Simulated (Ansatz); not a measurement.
# two structures of YZn: a comparison of enthalpies under pressure

Computed with Ansatz 0.2.0, Python API.

Notebook, run cell by cell (the value of a cell's last expression is shown):

```python
import ansatz as az
from ase import Atoms
import numpy as np
```

```python
def solve(name, crystal, pressure=0.0):
    calc = (
        crystal.calculation()
        .functional("r2SCAN")
        .basis(600)
        .kpoints(spacing=0.27)  # sampling of the Brillouin zone
        .occupations("fermi_dirac", width=0.1)
    )
    calc = calc.relax(force_tolerance=0.01, max_steps=60, cell=True, pressure=pressure)
    return calc.run(threads=1, backend="cpu")
```

```python
def volume_per_atom(outcome):
    return abs(np.linalg.det(outcome.lattice.cell_ang)) / len(outcome.lattice.sites)
```

```python
phases = {}
atoms = Atoms(
    ["Y", "Zn"],
    scaled_positions=[
        (0.0, 0.0, 0.0),
        (0.5, 0.5, 0.5),
    ],
    cell=[
        (0.0, 2.962987, 2.962987),
        (2.962987, 0.0, 2.962987),
        (2.962987, 2.962987, 0.0),
    ],
    pbc=True,
)
fm_3m = az.Crystal.from_ase(atoms)
phases["Fm-3m"] = fm_3m
pm_3m = (
    az.Lattice.cubic(3.56)
    .space_group(221)
    .atom("Y", (0.0, 0.0, 0.0))
    .atom("Zn", (0.5, 0.5, 0.5))
)
phases["Pm-3m"] = pm_3m
```

```python
# H = E + PV, with 1 eV per cubic angstrom equal to 160.2 GPa
pressures = [0, 10, 20, 30]
enthalpy, volume = {name: [] for name in phases}, {name: [] for name in phases}
for p in pressures:
    for name, crystal in phases.items():
        o = solve(name, crystal, pressure=p)
        volume[name].append(volume_per_atom(o))
        enthalpy[name].append(o.report["energy_sigma0_ev"] / len(o.lattice.sites) + p * volume[name][-1] / 160.21766)
gap = np.array(enthalpy["Pm-3m"]) - np.array(enthalpy["Fm-3m"])
rows = [(p, va, vb, 1000 * d) for p, va, vb, d in zip(pressures, volume["Fm-3m"], volume["Pm-3m"], gap)]
print("   P (GPa)  V Fm-3m (A^3/atom)  V Pm-3m (A^3/atom)  H(Pm-3m) - H(Fm-3m) (meV/atom)")
for row in rows:
    print(f"{row[0]:10d}  {row[1]:18.3f}  {row[2]:18.3f}  {row[3]:+30.1f}")
crossings = [p0 - g0 * (p1 - p0) / (g1 - g0) for p0, p1, g0, g1 in zip(pressures, pressures[1:], gap, gap[1:]) if g0 * g1 < 0]
print("crossing near", [round(float(p), 1) for p in crossings], "GPa") if crossings else print("no crossing in this range")
```

       P (GPa)  V Fm-3m (A^3/atom)  V Pm-3m (A^3/atom)  H(Pm-3m) - H(Fm-3m) (meV/atom)
             0              25.642              22.619                          -303.9
            10              22.372              20.054                          -466.6
            20              20.431              18.415                          -600.6
            30              19.053              17.220                          -720.7
    no crossing in this range

Reading the output:
- At a fixed pressure a relaxation lowers the enthalpy F + PV, while F alone can rise.
- For the metals among these phases the mesh is modest: differences between phases can be off by up to 40 meV an atom.
- The cells come from databases of deposited and of computed structures, and not all need be stable phases.
- Only these two structures are compared, at zero temperature and with their symmetry kept; either may be hypothetical, and another phase may be lower than both. Differences under about 40 meV an atom lie within the error of mesh and functional.
- The whole script took 2.4 min on 1 thread of Arm Neoverse V1, with other jobs on the host, peak memory 0.64 GiB.

(Lines on the test bed's own set-up are left out of the output.)
